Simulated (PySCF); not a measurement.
# AlSb (triplet): changing the method

Starting from one script, swap the method and compare what comes out for AlSb (triplet).

Method: each script names its method and basis; program: PySCF 2.14.0.

5 further runs of the same task are left out: 1 for a known fault of the program, 4 that didn't finish.

**1. Starting geometry**

AlSb (triplet): 2 atoms, charge 0, spin multiplicity 3.

Bond lengths: Al1–Sb2 2.432 Å.

**2. The base run**

input.py reads:

```python
from pyscf import gto, dft

mol = gto.M(
    atom='Al 0 0 0; Sb 0 0 2.432',
    basis='lanl2dz',
    ecp={'Al': 'lanl2dz', 'Sb': 'lanl2dz'},
    charge=0,
    spin=2,
    verbose=4,
)
mf = dft.UKS(mol, xc='revtpss')
mf.kernel()
mf.dip_moment()
print('orbital energies (hartree):', [e[max(0, n-3):n+3].round(4) for e, n in zip(mf.mo_energy, mol.nelec)])
```

Command:

```bash
$ OMP_NUM_THREADS=1 python input.py
```

**3. Scan**

Run 1 changes functional: revtpss → scan.

Changes to input.py since step 2:

```diff
@@ -10,3 +10,3 @@
 )
-mf = dft.UKS(mol, xc='revtpss')
+mf = dft.UKS(mol, xc='scan')
 mf.kernel()
```

**4. Tpssh**

Run 2 changes functional: revtpss → tpssh.

Changes to input.py since step 2:

```diff
@@ -10,3 +10,3 @@
 )
-mf = dft.UKS(mol, xc='revtpss')
+mf = dft.UKS(mol, xc='tpssh')
 mf.kernel()
```

**5. TDA**

Run 3 changes step after the SCF: none → tda; number of roots: none → 8.

Changes to input.py since step 2:

```diff
@@ -1,2 +1,2 @@
-from pyscf import gto, dft
+from pyscf import gto, dft, tdscf
 
@@ -12,2 +12,6 @@
 mf.kernel()
+td = tdscf.TDA(mf)
+td.nstates = 8
+td.kernel()
+td.analyze(verbose=3)
 mf.dip_moment()
```

**6. NEVPT2 (ROHF)**

Run 4 changes step after the SCF: none → nevpt2; SCF type: UKS → ROHF; functional: revtpss → none (Hartree–Fock); active space: none → 4 electrons in 6 orbitals.

input.py reads:

```python
from pyscf import gto, scf, mcscf, mrpt

mol = gto.M(
    atom='Al 0 0 0; Sb 0 0 2.432',
    basis='lanl2dz',
    ecp={'Al': 'lanl2dz', 'Sb': 'lanl2dz'},
    charge=0,
    spin=2,
    verbose=4,
)
mf = scf.ROHF(mol)
mf.kernel()
mc = mcscf.CASSCF(mf, 6, 4)
mc.kernel()
mc.analyze()
mrpt.NEVPT(mc).kernel()
mf.dip_moment()
print('orbital energies (hartree):', mf.mo_energy[..., max(0, mol.nelec[1]-3):mol.nelec[0]+3].round(4))
```

**7. MP2 (UHF)**

Run 5 changes step after the SCF: none → mp2; SCF type: UKS → UHF; functional: revtpss → none (Hartree–Fock).

Changes to input.py since step 2:

```diff
@@ -1,2 +1,2 @@
-from pyscf import gto, dft
+from pyscf import gto, scf, mp
 
@@ -10,4 +10,5 @@
 )
-mf = dft.UKS(mol, xc='revtpss')
+mf = scf.UHF(mol)
 mf.kernel()
+mp.MP2(mf).kernel()
 mf.dip_moment()
```

**8. Hf,lyp**

Run 6 changes functional: revtpss → hf,lyp.

Changes to input.py since step 2:

```diff
@@ -10,3 +10,3 @@
 )
-mf = dft.UKS(mol, xc='revtpss')
+mf = dft.UKS(mol, xc='hf,lyp')
 mf.kernel()
```

**Question.** What will these runs give? Wanted: for each run, E(SCF); from base; gap, α spin; SCF dipole; after the SCF.

**Answer**, as computed:

```
          run  E(SCF) (hartree)  from base (eV)  cycles  gap, α spin (eV)  SCF dipole (D)                                                                 after the SCF
         base         -7.347400               0      10              2.59            1.58                                                                           n/a
         scan         -7.349383  not comparable      17              2.70            1.83                                                                           n/a
        tpssh         -7.354573  not comparable      10              3.08            1.71                                                                           n/a
          TDA         -7.347400          0.0000      10              2.59            1.58                                                     lowest root found 0.27 eV
NEVPT2 (ROHF)         -7.110695  not comparable      12               n/a            2.67  NEVPT2 correlation -1.558 eV (from the SCF energy, the CASSCF gain included)
    MP2 (UHF)         -7.115931  not comparable      15              8.25            2.29                                                     MP2 correlation -1.234 eV
       hf,lyp         -7.261513  not comparable      14              8.14            2.59                                                                           n/a
```

In words: The α-spin gap between the frontier levels is 2.6 eV with revtpss (0 % exact exchange) and 3.1 eV with tpssh (10 %). A lower total energy from another functional means nothing by itself. The dearest run is “TDA”, at 8.2 s against 2.3 s.
